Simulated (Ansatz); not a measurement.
# BN: the cost of one run

Method: DFT r2SCAN, scalar-relativistic, plane waves, PAW, in Ansatz 0.2.0.

2 further runs of the same task are left out: 2 set aside as unsound or not needed.

## 1. The structure to begin with

The structure is hexagonal, space group P6_3mc (No. 186). The conventional cell has a = 2.544 Å, b = 2.544 Å, c = 4.208 Å, α = 90.00°, β = 90.00°, γ = 120.00°. Around B (site symmetry 3m) lie 4 N at 1.56 to 1.58 Å. N (site symmetry 3m) has 4 B at 1.56 to 1.58 Å as nearest neighbours.

Structure file:

```
CELL_PARAMETERS angstrom
2.54397 0.00000 0.00000
-1.27198 2.20314 0.00000
0.00000 0.00000 8.41549
ATOMIC_POSITIONS crystal
B 0.66667 0.33333 0.49990
B 0.66667 0.33333 0.99990
B 0.33333 0.66667 0.24990
B 0.33333 0.66667 0.74990
N 0.66667 0.33333 0.31260
N 0.66667 0.33333 0.81260
N 0.33333 0.66667 0.06260
N 0.33333 0.66667 0.56260
```

It goes back to an entry of the Materials Project, which need not be the stable form.

It is built from the cell relaxed beforehand with the same method (5.90 Å³/atom).

## 2. The undisturbed cell

input.yaml

```yaml
crystal:
  lattice:
    - [2.5439665234, 0.0, 0.0]
    - [-1.2719832617, 2.2031396356, 0.0]
    - [0.0, 0.0, 8.4154898692]
  atoms:
    - { symbol: B, position: [0.6666666667, 0.3333333333, 0.4998997955] }
    - { symbol: B, position: [0.6666666667, 0.3333333333, 0.9998997955] }
    - { symbol: B, position: [0.3333333333, 0.6666666667, 0.2498997955] }
    - { symbol: B, position: [0.3333333333, 0.6666666667, 0.7498997955] }
    - { symbol: "N", position: [0.6666666667, 0.3333333333, 0.3126002045] }
    - { symbol: "N", position: [0.6666666667, 0.3333333333, 0.8126002045] }
    - { symbol: "N", position: [0.3333333333, 0.6666666667, 0.0626002045] }
    - { symbol: "N", position: [0.3333333333, 0.6666666667, 0.5626002045] }
basis:
  ecutwfc: 500
kpoints:
  mp_grid: { grid: [12, 12, 4] }
hamiltonian:
  xc: r2scan
scf:
  occupations: { method: gaussian, width: 0.05 }
output:
  forces: true
  stress: true
  eigenvalues: true
```

Command:

```sh
$ ansatz run input.yaml --threads 2 --pin off --max-ram 5120MiB --backend cpu --events-out ev --progress --plain --runs-dir out
```

**Question.** How long does this run take on 2 threads of Intel Xeon 6975P-C (Granite Rapids), shared host, and how much memory does it need?

About 3.2 s, with a peak of 0.53 GiB.
